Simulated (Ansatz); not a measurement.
Molecular dynamics of Ca2P2H9O12, charge -1

Input:

```yaml
accuracy: low
crystal:
  lattice:
    - [3.163487, -7.5642, 0.0]
    - [3.163487, 7.5642, 0.0]
    - [-2.793852, 0.0, 5.08458]
  atoms:
    - { symbol: Ca, position: [0.9228, 0.5772, 0.75] }
    - { symbol: Ca, position: [0.5772, 0.9228, 0.25] }
    - { symbol: H, position: [0.7033, 0.3643, 0.132] }
    - { symbol: H, position: [0.3643, 0.7033, 0.632] }
    - { symbol: H, position: [0.0014, 0.9796, 0.1066] }
    - { symbol: H, position: [0.9796, 0.0014, 0.6066] }
    - { symbol: H, position: [0.073, 0.8962, 0.2788] }
    - { symbol: H, position: [0.8962, 0.073, 0.7788] }
    - { symbol: H, position: [0.5065, 0.5277, 0.5052] }
    - { symbol: H, position: [0.4217, 0.2879, 0.3548] }
    - { symbol: H, position: [0.2879, 0.4217, 0.8548] }
    - { symbol: P, position: [0.4055, 0.0505, 0.7377] }
    - { symbol: P, position: [0.0505, 0.4055, 0.2377] }
    - { symbol: O, position: [0.5956, 0.3312, 0.9736] }
    - { symbol: O, position: [0.3312, 0.5956, 0.4736] }
    - { symbol: O, position: [0.5398, 0.1036, 0.5663] }
    - { symbol: O, position: [0.1036, 0.5398, 0.0663] }
    - { symbol: O, position: [0.1476, 0.9342, 0.60414] }
    - { symbol: O, position: [0.9342, 0.1476, 0.10414] }
    - { symbol: O, position: [0.3813, 0.8871, 0.8547] }
    - { symbol: O, position: [0.8871, 0.3813, 0.3547] }
    - { symbol: O, position: [0.0596, 0.9108, 0.1187] }
    - { symbol: O, position: [0.9108, 0.0596, 0.6187] }
    - { symbol: O, position: [0.5677, 0.4599, 0.4879] }
    - { symbol: O, position: [0.4599, 0.5677, 0.9879] }
total_charge: -1
basis:
  ecutwfc: 420.0
kpoints:
  mp_grid: { grid: [2, 2, 2] }
hamiltonian:
  xc: lda
scf:
  occupations: { method: fermi_dirac, width: 0.05 }
  lower_state_search: "off"
md:
  timestep: 4.5
  n_steps: 40
  ensemble: nvt_nose_hoover
  temperature: 1200.0
  initial_velocities: maxwell_boltzmann
  seed: 320165
  nose_hoover: { tau: 50.0, chain_length: 5 }
```

Command:

```bash
$ ansatz run input.yaml --threads 1 --pin off --max-ram 3072MiB --backend cpu --events-out ev --progress --plain --runs-dir out
```

It starts from an unrelaxed structure (largest force component 1.88 eV/Å).

Output, in part (one step line in 2):

```
md step     0: t =     0.00 fs  T =  1200.0 K  F+E_penalty+E_count = -11810.63959911 eV  E_kin = 3.722688 eV  conserved = -11806.91691115 eV  (11 SCF iters)
md step     2: t =     9.00 fs  T = 40291.2 K  F+E_penalty+E_count = -11793.34225825 eV  E_kin = 124.992853 eV  conserved = -11659.44392993 eV  (12 SCF iters)
md step     4: t =    18.00 fs  T = 530364.4 K  F+E_penalty+E_count = -11676.77903372 eV  E_kin = 1645.317738 eV  conserved = -7285.61629841 eV  (18 SCF iters)
md step     6: t =    27.00 fs  T = 211839.8 K  F+E_penalty+E_count = -11747.91226816 eV  E_kin = 657.177773 eV  conserved = -1408.52094032 eV  (17 SCF iters)
md step     8: t =    36.00 fs  T = 968766.3 K  F+E_penalty+E_count = -11649.00308713 eV  E_kin = 3005.345535 eV  conserved = 10615.74545663 eV  (22 SCF iters)
md step    10: t =    45.00 fs  T = 279631.1 K  F+E_penalty+E_count = -11740.52557128 eV  E_kin = 867.482755 eV  conserved = 28106.27367960 eV  (18 SCF iters)
md step    12: t =    54.00 fs  T = 81032.7 K  F+E_penalty+E_count = -11748.28582967 eV  E_kin = 251.382943 eV  conserved = 28346.08816832 eV  (18 SCF iters)
md step    14: t =    63.00 fs  T = 1071526.3 K  F+E_penalty+E_count = -11651.81314603 eV  E_kin = 3324.131770 eV  conserved = 52511.62894406 eV  (15 SCF iters)
md step    16: t =    72.00 fs  T = 164831.3 K  F+E_penalty+E_count = -11724.15352619 eV  E_kin = 511.346217 eV  conserved = 55628.88634726 eV  (20 SCF iters)
md step    18: t =    81.00 fs  T = 1341253.7 K  F+E_penalty+E_count = -11561.03410831 eV  E_kin = 4160.890975 eV  conserved = 103642.37803788 eV  (20 SCF iters)
md step    20: t =    90.00 fs  T = 1151123.7 K  F+E_penalty+E_count = -11550.02696925 eV  E_kin = 3571.062048 eV  conserved = 157060.60244651 eV  (21 SCF iters)
md step    22: t =    99.00 fs  T = 2167792.7 K  F+E_penalty+E_count = -9429.96570390 eV  E_kin = 6725.013220 eV  conserved = 1116529.19085386 eV  (18 SCF iters)
md step    24: t =   108.00 fs  T = 1025897.6 K  F+E_penalty+E_count = -11004.19575317 eV  E_kin = 3182.580438 eV  conserved = 2156793.16886031 eV  (16 SCF iters)
md step    26: t =   117.00 fs  T = 320107.8 K  F+E_penalty+E_count = -11683.23644103 eV  E_kin = 993.051087 eV  conserved = 2205336.95711417 eV  (14 SCF iters)
md step    28: t =   126.00 fs  T = 189242.4 K  F+E_penalty+E_count = -11725.12405885 eV  E_kin = 587.075429 eV  conserved = 2206938.62241938 eV  (19 SCF iters)
md step    30: t =   135.00 fs  T = 156133.6 K  F+E_penalty+E_count = -11725.30916421 eV  E_kin = 484.363877 eV  conserved = 2208017.64507014 eV  (17 SCF iters)
md step    32: t =   144.00 fs  T = 331635.5 K  F+E_penalty+E_count = -11715.25177978 eV  E_kin = 1028.813025 eV  conserved = 2212607.42047642 eV  (13 SCF iters)
md step    34: t =   153.00 fs  T = 170312.9 K  F+E_penalty+E_count = -11730.09711060 eV  E_kin = 528.351426 eV  conserved = 2213825.06128356 eV  (19 SCF iters)
md step    36: t =   162.00 fs  T = 975812.8 K  F+E_penalty+E_count = -11645.37482495 eV  E_kin = 3027.205433 eV  conserved = 2233220.01836043 eV  (17 SCF iters)
md step    38: t =   171.00 fs  T = 133966.3 K  F+E_penalty+E_count = -11763.70775926 eV  E_kin = 415.595753 eV  conserved = 2262038.48446332 eV  (15 SCF iters)
md step    40: t =   180.00 fs  T = 242458.6 K  F+E_penalty+E_count = -11740.92252712 eV  E_kin = 752.164831 eV  conserved = 2263465.82927337 eV  (22 SCF iters)
```

All steps were run. The conserved energy changed by up to 9.1e+07 meV per atom, so the integration failed: the time step of 4.5 fs is too long for the fastest motions that this run met, and the later frames carry no physical meaning.

Mean squared displacements from the first frame to the last, about the centre of mass: Ca 3.66 Å², H 6652.53 Å², P 1914.26 Å², O 1273.73 Å².

Last frame:

```xyz
25
Lattice="3.1635 -7.5642 0.0000 3.1635 7.5642 0.0000 -2.7939 0.0000 5.0846" Properties=species:S:1:pos:R:3
Ca 3.442 -2.815 5.080
Ca 5.840 1.654 0.323
H 31.319 83.825 68.567
H -7.541 24.568 7.404
H -65.384 21.820 -40.318
H 34.744 28.731 13.410
H -47.942 94.815 31.518
H -3.748 -0.086 -13.802
H 19.862 4.367 29.006
H -37.002 -106.324 -18.107
H -70.448 25.798 -74.155
P 48.860 -39.490 7.840
P 1.788 1.144 -1.175
O 0.813 -4.116 6.443
O 0.594 0.142 1.048
O 0.444 -2.781 2.740
O 4.732 -1.638 1.264
O 2.105 6.796 3.431
O -0.169 -8.730 -5.556
O -0.946 8.625 2.639
O 2.290 -3.771 2.106
O 3.151 3.887 1.867
O 12.590 -19.713 9.386
O -90.778 75.364 10.078
O -8.801 11.905 -6.828
```

Run time: 11 min on 1 thread of Arm Neoverse V2, with other jobs on the host, peak memory 0.61 GiB.
